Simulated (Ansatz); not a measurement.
The system is NaLaMnMoO6.

```xyz
20
Lattice="5.5573 0.0000 0.0000 0.0000 5.5979 0.0000 -0.0621 0.0000 8.0246" Properties=species:S:1:pos:R:3 pbc="T T T"
Na    4.1374    2.8870    4.0062
Na    1.3578    0.0880    4.0184
La    1.3670    5.3682    8.0196
La    4.1282    2.5692    0.0051
Mn    1.3605    2.7297    2.0549
Mn    4.1347    5.5286    5.9698
Mo    4.1822    5.5792    2.1739
Mo    1.3130    2.7803    5.8508
O     3.7116    5.4765    3.9370
O     0.1718    4.5353    2.2249
O     5.1705    1.6184    2.2490
O     2.6450    1.1737    1.5987
O     3.0127    4.1180    1.6113
O     4.6099    0.1018    0.0315
O     1.7837    2.6775    4.0877
O     5.3234    1.7363    5.7997
O     0.3247    4.4173    5.7756
O     2.8502    3.9726    6.4260
O     2.4825    1.3190    6.4134
O     0.8853    2.9007    7.9932
```

The cell was built by a generator and needn't be a form met in nature.

Base run:

- Program: Ansatz 0.2.0
- Functional: PBE
- Potentials or basis: Ansatz PAW
- Cutoff: 420 eV (not typed: the program's choice for these potentials)
- k mesh: 5 × 5 × 4
- Occupations: fermi-dirac, width 0.05 eV
- Spin: collinear spin, ferromagnetic start
- Starting moments: [0.0, 0.0, 0.0, 0.0, 4.0, 4.0, 1.0, 1.0, 0.0, 0.0, 0.0, 0.0, 0.0, 0.0, 0.0, 0.0, 0.0, 0.0, 0.0, 0.0] μB
- Hubbard terms: La f U = 4 eV, Mn d U = 4 eV, Mo d U = 4 eV

Its results: band gap on the k mesh 1.09 eV, indirect (least direct gap 1.12 eV); pressure 2.6 GPa; net moment 10.00 μB per cell; site moments Na +0.00; La +0.00; Mn +4.04; Mo +0.16; O -0.01, -0.00, +0.00, +0.01, +0.03 μB; largest force 0.841 eV/Å.

**Question.** The run is repeated on the same cell with these changes: hubbard terms from La f U = 4 eV, Mn d U = 4 eV, Mo d U = 4 eV to La f U = 6 eV, Mn d U = 6 eV, Mo d U = 6 eV. What comes out?

**Answer.** Band gap on the k mesh 1.38 eV, indirect (least direct gap 1.40 eV); pressure 3.7 GPa; net moment 10.00 μB per cell; site moments Na -0.00; La +0.00; Mn +4.10; Mo +0.17; O -0.03, -0.02, -0.00, -0.01, +0.02 μB; largest force 1.079 eV/Å.

Caveats: the magnetic or orbital state may not be the lowest; odd divisions of the mesh miss points on the zone boundary, where band edges often lie, so the gap on the mesh can be too wide; spin-orbit coupling is left out, which moves the levels of the heavy elements; only a ferromagnetic start was run, and an antiferromagnetic order may lie lower in energy; the density of states is complete only up to the lowest level of the last band computed; forces of over 1 eV/Å show positions far from the minimum, so gaps and moduli don't describe the material at rest (some runs).

A k mesh can miss the band edges.
